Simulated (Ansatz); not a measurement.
# FH₄MoN₃, SMILES [NH]=[Mo](=[NH])([NH2])[F]: vertical energies of changing the electron count

Program: the Python package of Ansatz (0.2.0).

Run as a notebook:

In [1]:
```python
import ansatz as az
```

In [2]:
```python
params = {
    "basis_set": "def2-SVPD",
    "functional": "hf",
}


def single_point(molecule, charge=0, unpaired=0):
    calc = (
        molecule.calculation()
        .basis(gaussian=params["basis_set"])
        .functional(params["functional"])
    )
    if charge:
        calc = calc.charge(charge)
    if unpaired:
        calc = calc.spin("collinear", total=unpaired)
    return calc.run(threads=1, backend="cpu").report["free_energy_ev"]
```

In [3]:
```python
system = (
    az.Crystal.molecule()
    .atom("N", (-0.578, 1.7975, 0.1725))
    .atom("Mo", (-0.0796, 0.0822, -0.3398))
    .atom("N", (1.7387, -0.1435, 0.0662))
    .atom("N", (-1.152, -1.3356, 0.7224))
    .atom("F", (-0.3465, -0.1722, -2.3088))
    .atom("H", (-0.1705, 2.6791, -0.2624))
    .atom("H", (2.5032, 0.4716, -0.3462))
    .atom("H", (-0.7819, -2.2653, 0.4958))
    .atom("H", (-1.0449, -1.1601, 1.7834))
)
```

In [4]:
```python
# total-energy differences at one geometry
parent = single_point(system, 0, 0)
cation = single_point(system, 1, 1)
print(f"E(N)   = {parent:.5f} eV")
print(f"E(N-1) = {cation:.5f} eV  (1 unpaired)")
print(f"vertical ionisation energy {cation - parent:.3f} eV")
anion = single_point(system, -1, 1)
print(f"E(N+1) = {anion:.5f} eV  (1 unpaired)")
print(f"vertical electron affinity {parent - anion:.3f} eV" + ("" if anion < parent else " (unbound in this basis)"))
print(f"fundamental gap IP - EA = {cation + anion - 2 * parent:.3f} eV")
```
```text
E(N)   = -9043.77977 eV
E(N-1) = -9037.38984 eV  (1 unpaired)
vertical ionisation energy 6.390 eV
E(N+1) = -9046.73928 eV  (1 unpaired)
vertical electron affinity 2.960 eV
fundamental gap IP - EA = 3.430 eV
```

At this unrelaxed geometry removing an electron costs 6.39 eV and adding one releases 2.96 eV.

Total energies depend on the basis set; only differences at equal settings carry meaning. The geometry is a force-field or estimated start, not a minimum of this method, and the basis set is short of its limit. All parts are taken at fixed geometry, without zero-point energy. At an unrelaxed start these energies can be a whole eV from those at the minimum, and a small affinity can change sign. def2 sets replace the cores of elements past krypton by effective core potentials. The expectation value of S² is noticeably off S(S+1) in at least one run, so that state is spin-contaminated. Hartree-Fock leaves correlation out, so bond, atomisation and ionisation energies come out well too low. It ran for 3.9 min on 1 thread of Arm Neoverse V1, with other jobs on the host, peak memory 0.67 GiB.
